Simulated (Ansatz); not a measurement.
# Sn4Te: the cost of one run

Method: DFT PBE, scalar-relativistic, plane waves, PAW, in Ansatz 0.2.0.

## (1) The structure to begin with

Symmetry: R3m, No. 160, trigonal system. Conventional cell: a = 6.758 Å, b = 6.758 Å, c = 11.269 Å, α = 90.00°, β = 90.00°, γ = 120.00°. Sn (site symmetry 3m) has 3 Sn at 2.20 Å as nearest neighbours. Sn (site symmetry m) is surrounded by 3 Sn at 2.20 to 2.71 Å and 1 Te at 2.60 Å. Te (site symmetry 3m) is surrounded by 3 Sn at 2.60 Å.

Coordinates:

```cif
data_structure
_symmetry_space_group_name_H-M 'R3m:H'
_symmetry_Int_Tables_number 160
_cell_length_a 6.7580
_cell_length_b 6.7580
_cell_length_c 11.2690
_cell_angle_alpha 90.000
_cell_angle_beta 90.000
_cell_angle_gamma 120.000
_cell_volume 445.71
loop_
_atom_site_label
_atom_site_type_symbol
_atom_site_symmetry_multiplicity
_atom_site_Wyckoff_symbol
_atom_site_fract_x
_atom_site_fract_y
_atom_site_fract_z
_atom_site_occupancy
Sn1 Sn 3 a 0.33333 0.66667 0.27815 1
Sn2 Sn 9 b 0.53292 0.46708 0.08247 1
Te1 Te 3 a 0.33333 0.66667 0.60042 1
```

Recipe of the guess: random cell by space group and Wyckoff sites (R3m, No. 160). Its size is a rough estimate.

## (2) Probe: one point on a coarse mesh

File input.yaml:

```yaml
crystal:
  lattice:
    - [3.3789884, 1.95085986, 3.75631802]
    - [-3.3789884, 1.95085986, 3.75631802]
    - [0.0, -3.90171973, 3.75631802]
  atoms:
    - { symbol: Sn, position: [0.61147924, 0.61147924, 0.61147924] }
    - { symbol: Sn, position: [0.61538729, 0.01663691, 0.61538729] }
    - { symbol: Sn, position: [0.61538729, 0.61538729, 0.01663691] }
    - { symbol: Sn, position: [0.01663691, 0.61538729, 0.61538729] }
    - { symbol: Te, position: [0.93375461, 0.93375461, 0.93375461] }
basis:
  ecutwfc: 420
kpoints:
  mp_grid: { grid: [3, 3, 3] }
hamiltonian:
  xc: pbe
scf:
  occupations: { method: gaussian, width: 0.1 }
  lower_state_search: "off"
output:
  forces: true
  stress: true
  eigenvalues: true
```

Launch:

```
> ansatz run input.yaml --threads 1 --pin off --max-ram 2560MiB --backend cpu --events-out ev --progress --plain --runs-dir out
```

What time and memory should one allow on 1 thread of Arm Neoverse V1, shared host?

About 6.1 s, with a peak of 0.35 GiB.
